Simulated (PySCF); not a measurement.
# C₆H₁₀N₂: magnetic properties

Programs: PySCF 2.14.0, with routines of our own; each step states its level. All values are computed. Atoms count from 0.

### 1 The system as given

18 atoms, charge 0, multiplicity 1; geometry from: GFN2-xTB.

### 2 Magnetic properties: GIAO PBE0/pcSseg-1

Job settings and geometry (Å):

```
{"job": {"kind": "mag", "xc": "PBE0", "basis": "pcSseg-1", "isotopologues": 2}, "charge": 0, "multiplicity": 1}
C     -2.985513     0.667448    -0.970339
C     -1.707045     0.492413    -1.293012
C     -0.728668    -0.221550    -0.497625
C     -1.131584    -0.869428     0.799847
N      0.463298    -0.247509    -0.957287
N      1.479895    -0.929980    -0.573880
C      2.492094    -0.595698     0.102849
C      2.684447     0.692446     0.841375
H     -3.413150     0.275283    -0.063651
H     -3.654219     1.215306    -1.611399
H     -1.316423     0.904144    -2.213811
H     -1.465130    -0.114491     1.511403
H     -1.949032    -1.568919     0.633259
H     -0.287528    -1.408638     1.226383
H      3.290811    -1.324280     0.146099
H      1.840763     1.358084     0.670196
H      2.779412     0.499944     1.910059
H      3.598811     1.181741     0.507883
```

Level: GIAO PBE0/pcSseg-1 magnetisability, rotational g tensor and spin-rotation constants, non-relativistic, gas phase.

Run with:

```sh
$ OMP_NUM_THREADS=1 python excited_run.py task.json out
```

One launch serves the whole session: the jobs run in the order shown.

**Question.** How long does this first job take on 1 thread of Intel Xeon 6975P-C, shared host, and how much memory does it need?

About 26 s, with a peak of 0.82 GiB.
